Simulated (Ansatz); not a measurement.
**quartet SnSiH4OF: levels of theory compared**

Wanted: a comparison of 4 runs (UHF/STO-3G, UHF/def2-SVP, USVWN5/def2-SVP, RPA@PBE0/def2-SVP) of quartet SnSiH4OF. 

The calculation is run with Ansatz 0.2.0.

106 further runs of the same task are left out: 3 that didn't finish, 103 set aside as unsound or not needed. Runs told in other sessions of the task aren't counted.

## (1) Starting point

SnSiH4OF: 8 atoms, total charge 0, spin state quartet. As SMILES of the parent species, `[F][SnH][O][SiH3]`. The coordinates come from a PBE0-D4/def2-TZVP relaxation. This is one conformer, not always the lowest. That shape belongs to the parent species and isn't relaxed for this state.

Bond lengths: F1–Sn2 1.929 Å, Sn2–O3 1.951 Å, O3–Si4 1.640 Å, Sn2–H5 1.742 Å, Si4–H6 1.486 Å, Si4–H7 1.486 Å, Si4–H8 1.489 Å. Angles: F1–Sn2–O3 102.1°, Sn2–O3–Si4 137.7°, F1–Sn2–H5 106.1°, O3–Sn2–H5 105.6°, O3–Si4–H6 108.6°, O3–Si4–H7 110.5°, O3–Si4–H8 111.0°, H6–Si4–H7 109.2°, H6–Si4–H8 108.8°, H7–Si4–H8 108.7°.

## (2) The energy at UHF/STO-3G (run 1)

The input, in.yaml:

```yaml
basis:
  gaussian: {orbitals: STO-3G}
crystal:
  periodic: [false, false, false]
  atoms:
    - {symbol: F, position_ang: [-1.607300, 1.731700, 1.020300]}
    - {symbol: Sn, position_ang: [-0.420700, 1.874500, -0.493500]}
    - {symbol: O, position_ang: [0.210000, 0.039300, -0.694400]}
    - {symbol: Si, position_ang: [0.713800, -1.182700, 0.276900]}
    - {symbol: H, position_ang: [-1.435700, 2.176300, -1.877100]}
    - {symbol: H, position_ang: [1.729100, -1.982100, -0.456700]}
    - {symbol: H, position_ang: [-0.427200, -2.061300, 0.643600]}
    - {symbol: H, position_ang: [1.330300, -0.652900, 1.525000]}
output: {orbitals: {seedname: orbitals}}
magnetization: {spin_polarized: true, initial_magnetization: 3}
hamiltonian: {xc: hf}
accuracy: high
```

The run is started by

```bash
$ ansatz run in.yaml --threads 1 --pin off --max-ram 3480MiB --events-out events.jsonl --progress --plain --runs-dir runs
```

Log:

```text
Warning: RAYON_NUM_THREADS=1 ignored (pool sized by the plan → 1); use --threads N
Functional definition: HF
  name "HF"
  exchange = exact_x
  correlation = 0
985 factors; integrals over basis functions are off by at most 2.7e-8 eV
mean field evaluation 1: about -174770.4545 eV, gradient 1.6e1 eV
mean field evaluation 2: about -174770.7339 eV, gradient 1.6e1 eV
mean field evaluation 4: about -174775.2426 eV, gradient 2.9e0 eV
mean field evaluation 8: about -174775.5116 eV, gradient 1.6e-1 eV
mean field evaluation 16: about -174775.5108 eV, gradient 2.7e-8 eV
mean field evaluation 32: about -174775.3274 eV, gradient 4.3e-1 eV
mean field evaluation 64: about -174772.2433 eV, gradient 3.2e0 eV
mean field evaluation 96: about -174775.5108 eV, gradient 2.4e-5 eV
mean field evaluation 128: about -174771.1660 eV, gradient 1.1e1 eV
mean field -174775.51080996 eV, -6422.8815551701 hartree, gradient 3.8e-8 eV, S^2 3.759923; 6 other end points of the search recorded, 0 dependent functions left out
reference -174775.51080996 eV, -6422.8815551701 hartree; 44, 41 occupied and 6, 9 virtual orbitals, 985 factors
Total energy: -174775.51080996 eV, -6422.8815551701 hartree
```

Wall time 7.2 s (1 thread of Arm Neoverse V1, shared host); peak memory 0.2 GiB.

## (3) A single-point energy at UHF/def2-SVP (core potential) (run 2)

The input, job.yaml:

```yaml
crystal:
  periodic: [false, false, false]
  atoms:
    - {symbol: F, position_ang: [-1.607300, 1.731700, 1.020300]}
    - {symbol: Sn, position_ang: [-0.420700, 1.874500, -0.493500]}
    - {symbol: O, position_ang: [0.210000, 0.039300, -0.694400]}
    - {symbol: Si, position_ang: [0.713800, -1.182700, 0.276900]}
    - {symbol: H, position_ang: [-1.435700, 2.176300, -1.877100]}
    - {symbol: H, position_ang: [1.729100, -1.982100, -0.456700]}
    - {symbol: H, position_ang: [-0.427200, -2.061300, 0.643600]}
    - {symbol: H, position_ang: [1.330300, -0.652900, 1.525000]}
basis:
  gaussian:
    orbitals: def2-SVP
magnetization:
  spin_polarized: true
  initial_magnetization: 3
hamiltonian:
  xc: hf
accuracy: high
output: {orbitals: {seedname: orbitals}}
```

The run is started by

```bash
$ ansatz run job.yaml --threads 1 --pin off --max-ram 3480MiB --events-out events.jsonl --progress --plain --runs-dir runs
```

Log (excerpt; [...] marks lines left out):

```text
Warning: RAYON_NUM_THREADS=1 ignored (pool sized by the plan → 1); use --threads N
Functional definition: HF
  name "HF"
[...]
2096 factors; integrals over basis functions are off by at most 8.4e-9 eV
[...]
mean field -18462.41938024 eV, -678.4813979464 hartree, gradient 8.6e-8 eV, S^2 3.762495; 6 other end points of the search recorded, 0 dependent functions left out
reference -18462.41938024 eV, -678.4813979464 hartree; 30, 27 occupied and 62, 65 virtual orbitals, 2096 factors
Total energy: -18462.41938024 eV, -678.4813979464 hartree
```

Run time: 46 s. Hardware: 1 thread of Arm Neoverse V1, shared host; peak memory 0.55 GiB.

## (4) The energy at USVWN5/def2-SVP (core potential) (run 3)

The input, in.yaml:

```yaml
crystal:
  periodic: [false, false, false]
  atoms:
    - symbol: F
      position_ang: [-1.607300, 1.731700, 1.020300]
    - symbol: Sn
      position_ang: [-0.420700, 1.874500, -0.493500]
    - symbol: O
      position_ang: [0.210000, 0.039300, -0.694400]
    - symbol: Si
      position_ang: [0.713800, -1.182700, 0.276900]
    - symbol: H
      position_ang: [-1.435700, 2.176300, -1.877100]
    - symbol: H
      position_ang: [1.729100, -1.982100, -0.456700]
    - symbol: H
      position_ang: [-0.427200, -2.061300, 0.643600]
    - symbol: H
      position_ang: [1.330300, -0.652900, 1.525000]
basis:
  gaussian:
    orbitals: def2-SVP
output: {orbitals: {seedname: orbitals}}
accuracy: high
hamiltonian:
  xc: {name: SVWN5}
magnetization:
  spin_polarized: true
  initial_magnetization: 3
```

The run is started by

```bash
$ ansatz run in.yaml --threads 1 --pin off --max-ram 3480MiB --events-out events.jsonl --progress --plain --runs-dir runs
```

Log:

```text
Warning: RAYON_NUM_THREADS=1 ignored (pool sized by the plan → 1); use --threads N
Functional definition: SVWN5
  name "SVWN5"
  exchange = slater_x
  correlation = vwn5_c
2096 factors; integrals over basis functions are off by at most 8.4e-9 eV
mean field evaluation 1: about -18445.0072 eV, gradient 4.6e1 eV
mean field evaluation 2: about -18353.2266 eV, gradient 1.4e2 eV
mean field evaluation 4: about -18447.8230 eV, gradient 3.1e1 eV
mean field evaluation 8: about -18452.9761 eV, gradient 5.8e0 eV
mean field evaluation 16: about -18453.1604 eV, gradient 1.5e0 eV
mean field evaluation 32: about -18450.1194 eV, gradient 2.1e1 eV
mean field evaluation 64: about -18453.1307 eV, gradient 9.8e-1 eV
mean field evaluation 96: about -18452.6084 eV, gradient 8.6e-1 eV
mean field -18453.17630127 eV, -678.1417210595 hartree, gradient 4.3e-8 eV, S^2 3.753178; 10 other end points of the search recorded, 0 dependent functions left out
reference -18453.17630499 eV, -678.1417211963 hartree; 30, 27 occupied and 62, 65 virtual orbitals, 2096 factors
Total energy: -18453.17630499 eV, -678.1417211963 hartree
```

Wall time 20 s (1 thread of Arm Neoverse V1, shared host); peak memory 0.29 GiB.

## (5) A single-point energy at RPA@PBE0/def2-SVP (core potential) (run 4)

The input, in.yaml:

```yaml
crystal:
  periodic: [false, false, false]
  atoms:
    - {symbol: F, position_ang: [-1.607300, 1.731700, 1.020300]}
    - {symbol: Sn, position_ang: [-0.420700, 1.874500, -0.493500]}
    - {symbol: O, position_ang: [0.210000, 0.039300, -0.694400]}
    - {symbol: Si, position_ang: [0.713800, -1.182700, 0.276900]}
    - {symbol: H, position_ang: [-1.435700, 2.176300, -1.877100]}
    - {symbol: H, position_ang: [1.729100, -1.982100, -0.456700]}
    - {symbol: H, position_ang: [-0.427200, -2.061300, 0.643600]}
    - {symbol: H, position_ang: [1.330300, -0.652900, 1.525000]}
basis:
  gaussian:
    orbitals: def2-SVP
magnetization:
  spin_polarized: true
  initial_magnetization: 3
hamiltonian:
  xc: {name: PBE0}
correlation:
  method: rpa
  frozen_orbitals: {F: 1, H: 0, O: 1, Si: 5, Sn: 4}
accuracy: high
```

The run is started by

```bash
$ ansatz run in.yaml --threads 1 --pin off --max-ram 3480MiB --events-out events.jsonl --progress --plain --runs-dir runs
```

Log (excerpt; [...] marks lines left out):

```text
Warning: RAYON_NUM_THREADS=1 ignored (pool sized by the plan → 1); use --threads N
Functional definition: PBE0
  name "PBE0"
[...]
2096 factors; integrals over basis functions are off by at most 8.4e-9 eV
[...]
mean field -18517.85036917 eV, -680.5184492173 hartree, gradient 8.2e-8 eV, S^2 3.760487; 8 other end points of the search recorded, 0 dependent functions left out
11 core orbitals not correlated: weight in the atoms' cores, before any rotation towards them, 1.000 or more for the frozen orbitals, at most 0.000 for the correlated occupied ones
reference -18460.58246286 eV, -678.4138924780 hartree; 19, 16 occupied and 62, 65 virtual orbitals, 2096 factors
Total energy: -18483.78757345 eV, -679.2666645632 hartree
```

Wall time 84 s (1 thread of Arm Neoverse V1, shared host); peak memory 0.72 GiB.

## (6) Overview of the runs

| run | level | core potential | frozen core orbitals | energy (Eh) | HOMO energy (eV) | ⟨S²⟩ | wall time |
| --- | --- | --- | --- | --- | --- | --- | --- |
| 1 | UHF/STO-3G | none | – | -6422.881555 | 0.80 | 3.760 | 7.2 s |
| 2 | UHF/def2-SVP (core potential) | def2-SVP | – | -678.481398 | -3.93 | 3.762 | 46 s |
| 3 | USVWN5/def2-SVP (core potential) | def2-SVP | – | -678.141721 | -1.76 | 3.753 | 20 s |
| 4 | RPA@PBE0/def2-SVP (core potential) | def2-SVP | 11 | -679.266665 | – | 3.760 | 84 s |

## (7) What came out

| quantity | value |
| --- | --- |
| run 4: total energy | -679.26666 Eh |
| run 4: RPA correlation energy (valence) | -852.8 mEh |
| run 4: ⟨S²⟩ of the reference determinant | 3.760 |

What this shows: Some runs of one species differ in core potentials or relativity; totals across that change don't compare. In run 1 the basis is minimal, so the values are rough. In run 1 relativity is left out where basis or elements ask for it. All runs together took 2.6 min, the longest 84 s.
